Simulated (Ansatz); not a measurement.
# IrC: the crystal squeezed far

Aim: compress IrC (zincblende type) step by step, far beyond the usual range, and follow pressure and electronic structure. The runs shown use LAPW, crystal datasets and norm-conserving. Companion runs by PAW are cited. Its runs: the reference run (LAPW); volume scaled by 1 (crystal datasets and norm-conserving); volume scaled by 0.88 (LAPW and crystal datasets); volume scaled by 0.78 (LAPW); volume scaled by 0.68 (LAPW and norm-conserving); volume scaled by 0.58 (LAPW and crystal datasets); volume scaled by 0.5 (LAPW); volume scaled by 0.43 (LAPW, crystal datasets and norm-conserving).

Method: DFT PBE, with the methods named in each step, in Ansatz 0.2.0.

1 further run of the same task is left out (it didn't finish).

## (1) The system as given

The structure is cubic, space group F-43m (No. 216). Conventional cell: a = 4.621 Å, b = 4.621 Å, c = 4.621 Å, α = 90.00°, β = 90.00°, γ = 90.00°. Ir (site symmetry -43m) has 4 C at 2.00 Å as nearest neighbours. C (site symmetry -43m) is surrounded by 4 Ir at 2.00 Å.

As a file:

```
CELL_PARAMETERS angstrom
0.00000 2.31055 2.31055
2.31055 0.00000 2.31055
2.31055 2.31055 0.00000
ATOMIC_POSITIONS crystal
Ir 0.00000 0.00000 0.00000
C 0.25000 0.25000 0.25000
```

Whether this phase is the stable one at these pressures isn't tested.

Atoms are numbered in the order of the input: Ir1, C2.

## (2) The reference volume, LAPW

The input, input.yaml:

```yaml
crystal:
  lattice:
    - [0.0, 2.310550588, 2.310550588]
    - [2.310550588, 0.0, 2.310550588]
    - [2.310550588, 2.310550588, 0.0]
  atoms:
    - { symbol: Ir, position: [0.0, 0.0, 0.0] }
    - { symbol: C, position: [0.25, 0.25, 0.25] }
kpoints:
  mp_grid: { grid: [16, 16, 16] }
  band_path:
    path:
      - [0.0, 0.0, 0.0]
      - [-0.5, -0.5, 0.0]
      - [-0.375, -0.375, 0.25]
      - [-0.375, 0.0, 0.375]
      - [0.0, 0.0, 0.0]
      - [0.0, 0.0, 0.5]
      - [-0.5, -0.25, 0.25]
      - [-0.5, -0.5, 0.0]
    npoints: 14
scf:
  occupations: { method: fermi_dirac, width: 0.08 }
hamiltonian:
  xc: pbe
  pseudopotentials: { kind: all_electron, lapw: { basis_error: 0.001 } }
output:
  forces: true
  stress: true
  eigenvalues: true
  populations: true
  dos: { projected: true, de: 0.2, e_range: [-14, 8] }
```

Run with:

```bash
> ansatz run input.yaml --threads 1 --pin off --max-ram 2048MiB --backend cpu --events-out ev --progress --plain --runs-dir out
```

## (3) Volume scaled by 1, crystal datasets

The input, input.yaml:

```yaml
crystal:
  lattice:
    - [0.0, 2.310550588, 2.310550588]
    - [2.310550588, 0.0, 2.310550588]
    - [2.310550588, 2.310550588, 0.0]
  atoms:
    - { symbol: Ir, position: [0.0, 0.0, 0.0] }
    - { symbol: C, position: [0.25, 0.25, 0.25] }
kpoints:
  mp_grid: { grid: [16, 16, 16] }
scf:
  occupations: { method: fermi_dirac, width: 0.08 }
hamiltonian:
  xc: pbe
  pseudopotentials: { kind: all_electron, datasets: crystal }
output:
  forces: true
  stress: true
  eigenvalues: true
```

## (4) Volume scaled by 1, norm-conserving

Changes to input.yaml since step 3:

```diff
@@ -14,3 +14,3 @@
   xc: pbe
-  pseudopotentials: { kind: all_electron, datasets: crystal }
+  pseudopotentials: { kind: nc }
 output:
```

## (5) Volume scaled by 0.88, LAPW

The input, input.yaml:

```yaml
crystal:
  lattice:
    - [0.0, 2.2141635937, 2.2141635937]
    - [2.2141635937, 0.0, 2.2141635937]
    - [2.2141635937, 2.2141635937, 0.0]
  atoms:
    - { symbol: Ir, position: [0.0, 0.0, 0.0] }
    - { symbol: C, position: [0.25, 0.25, 0.25] }
kpoints:
  mp_grid: { grid: [16, 16, 16] }
scf:
  occupations: { method: fermi_dirac, width: 0.08 }
hamiltonian:
  xc: pbe
  pseudopotentials: { kind: all_electron, lapw: { basis_error: 0.001 } }
output:
  forces: true
  stress: true
  eigenvalues: true
  populations: true
```

## (6) Volume scaled by 0.88, crystal datasets

Changes to input.yaml since step 5:

```diff
@@ -14,3 +14,3 @@
   xc: pbe
-  pseudopotentials: { kind: all_electron, lapw: { basis_error: 0.001 } }
+  pseudopotentials: { kind: all_electron, datasets: crystal }
 output:
@@ -19,2 +19 @@
   eigenvalues: true
-  populations: true
```

## (7) Volume scaled by 0.78, LAPW

The input, input.yaml:

```yaml
crystal:
  lattice:
    - [0.0, 2.1268997284, 2.1268997284]
    - [2.1268997284, 0.0, 2.1268997284]
    - [2.1268997284, 2.1268997284, 0.0]
  atoms:
    - { symbol: Ir, position: [0.0, 0.0, 0.0] }
    - { symbol: C, position: [0.25, 0.25, 0.25] }
kpoints:
  mp_grid: { grid: [16, 16, 16] }
scf:
  occupations: { method: fermi_dirac, width: 0.08 }
hamiltonian:
  xc: pbe
  pseudopotentials: { kind: all_electron, lapw: { basis_error: 0.001 } }
output:
  forces: true
  stress: true
  eigenvalues: true
  populations: true
```

## (8) Volume scaled by 0.68, LAPW

Changes to input.yaml since step 7:

```diff
@@ -2,5 +2,5 @@
   lattice:
-    - [0.0, 2.1268997284, 2.1268997284]
-    - [2.1268997284, 0.0, 2.1268997284]
-    - [2.1268997284, 2.1268997284, 0.0]
+    - [0.0, 2.0318194769, 2.0318194769]
+    - [2.0318194769, 0.0, 2.0318194769]
+    - [2.0318194769, 2.0318194769, 0.0]
   atoms:
```

## (9) Volume scaled by 0.68, norm-conserving

Changes to input.yaml since step 8:

```diff
@@ -14,3 +14,3 @@
   xc: pbe
-  pseudopotentials: { kind: all_electron, lapw: { basis_error: 0.001 } }
+  pseudopotentials: { kind: nc }
 output:
@@ -19,2 +19 @@
   eigenvalues: true
-  populations: true
```

## (10) Volume scaled by 0.58, LAPW

The input, input.yaml:

```yaml
crystal:
  lattice:
    - [0.0, 1.9268954272, 1.9268954272]
    - [1.9268954272, 0.0, 1.9268954272]
    - [1.9268954272, 1.9268954272, 0.0]
  atoms:
    - { symbol: Ir, position: [0.0, 0.0, 0.0] }
    - { symbol: C, position: [0.25, 0.25, 0.25] }
kpoints:
  mp_grid: { grid: [16, 16, 16] }
scf:
  occupations: { method: fermi_dirac, width: 0.08 }
hamiltonian:
  xc: pbe
  pseudopotentials: { kind: all_electron, lapw: { basis_error: 0.001 } }
output:
  forces: true
  stress: true
  eigenvalues: true
  populations: true
```

## (11) Volume scaled by 0.58, crystal datasets

Changes to input.yaml since step 10:

```diff
@@ -14,3 +14,3 @@
   xc: pbe
-  pseudopotentials: { kind: all_electron, lapw: { basis_error: 0.001 } }
+  pseudopotentials: { kind: all_electron, datasets: crystal }
 output:
@@ -19,2 +19 @@
   eigenvalues: true
-  populations: true
```

## (12) Volume scaled by 0.5, LAPW

The input, input.yaml:

```yaml
crystal:
  lattice:
    - [0.0, 1.833885217, 1.833885217]
    - [1.833885217, 0.0, 1.833885217]
    - [1.833885217, 1.833885217, 0.0]
  atoms:
    - { symbol: Ir, position: [0.0, 0.0, 0.0] }
    - { symbol: C, position: [0.25, 0.25, 0.25] }
kpoints:
  mp_grid: { grid: [16, 16, 16] }
scf:
  occupations: { method: fermi_dirac, width: 0.08 }
hamiltonian:
  xc: pbe
  pseudopotentials: { kind: all_electron, lapw: { basis_error: 0.001 } }
output:
  forces: true
  stress: true
  eigenvalues: true
  populations: true
```

## (13) Volume scaled by 0.43, LAPW

The input, input.yaml:

```yaml
crystal:
  lattice:
    - [0.0, 1.7439671498, 1.7439671498]
    - [1.7439671498, 0.0, 1.7439671498]
    - [1.7439671498, 1.7439671498, 0.0]
  atoms:
    - { symbol: Ir, position: [0.0, 0.0, 0.0] }
    - { symbol: C, position: [0.25, 0.25, 0.25] }
kpoints:
  mp_grid: { grid: [16, 16, 16] }
  band_path:
    path:
      - [0.0, 0.0, 0.0]
      - [-0.5, -0.5, 0.0]
      - [-0.375, -0.375, 0.25]
      - [-0.375, 0.0, 0.375]
      - [0.0, 0.0, 0.0]
      - [0.0, 0.0, 0.5]
      - [-0.5, -0.25, 0.25]
      - [-0.5, -0.5, 0.0]
    npoints: 8
scf:
  occupations: { method: fermi_dirac, width: 0.08 }
hamiltonian:
  xc: pbe
  pseudopotentials: { kind: all_electron, lapw: { basis_error: 0.001 } }
output:
  forces: true
  stress: true
  eigenvalues: true
  populations: true
  dos: { projected: true, de: 0.2, e_range: [-14, 8] }
```

## (14) Volume scaled by 0.43, crystal datasets

The input, input.yaml:

```yaml
crystal:
  lattice:
    - [0.0, 1.7439671498, 1.7439671498]
    - [1.7439671498, 0.0, 1.7439671498]
    - [1.7439671498, 1.7439671498, 0.0]
  atoms:
    - { symbol: Ir, position: [0.0, 0.0, 0.0] }
    - { symbol: C, position: [0.25, 0.25, 0.25] }
kpoints:
  mp_grid: { grid: [16, 16, 16] }
scf:
  occupations: { method: fermi_dirac, width: 0.08 }
hamiltonian:
  xc: pbe
  pseudopotentials: { kind: all_electron, datasets: crystal }
output:
  forces: true
  stress: true
  eigenvalues: true
```

## (15) Volume scaled by 0.43, norm-conserving

Changes to input.yaml since step 14:

```diff
@@ -14,3 +14,3 @@
   xc: pbe
-  pseudopotentials: { kind: all_electron, datasets: crystal }
+  pseudopotentials: { kind: nc }
 output:
```

(Steps that only read results are left out.)

Before running it: what results should come out? Wanted: LAPW pressure at 0.43 of the volume; PAW pressure at 0.43 of the volume; crystal datasets pressure at 0.43 of the volume; norm-conserving pressure at 0.43 of the volume; fitted bulk modulus at zero pressure.

The runs gave:

```
                                          quantity       value
               LAPW pressure at 0.43 of the volume  1386.4 GPa
                PAW pressure at 0.43 of the volume  1393.1 GPa
PAW (cutoff 800 eV) pressure at 0.43 of the volume  1392.8 GPa
   crystal datasets pressure at 0.43 of the volume  1386.4 GPa
    norm-conserving pressure at 0.43 of the volume  1390.8 GPa
       fitted bulk modulus at zero pressure (LAPW)     289 GPa
                           its pressure derivative        4.08
```

What this shows: By LAPW the pressure climbs to 1386 GPa at 0.43 of the first volume. A third-order Birch-Murnaghan curve fits the range only roughly (B₀ = 289 GPa, B′ = 4.08, misfit at most 11.10 GPa). A fit over so wide a range leans to the high pressures, so B₀ can be off by several per cent. Where LAPW's pressure is over 3 GPa, PAW's departs from it by at most 0.5 %, at 0.43 of the volume. The ions are at rest, and the electrons smeared by 0.08 eV. Spin-orbit coupling is left out, though the cell holds Ir; in elements this heavy it can shift bands and gaps by tenths of an eV.
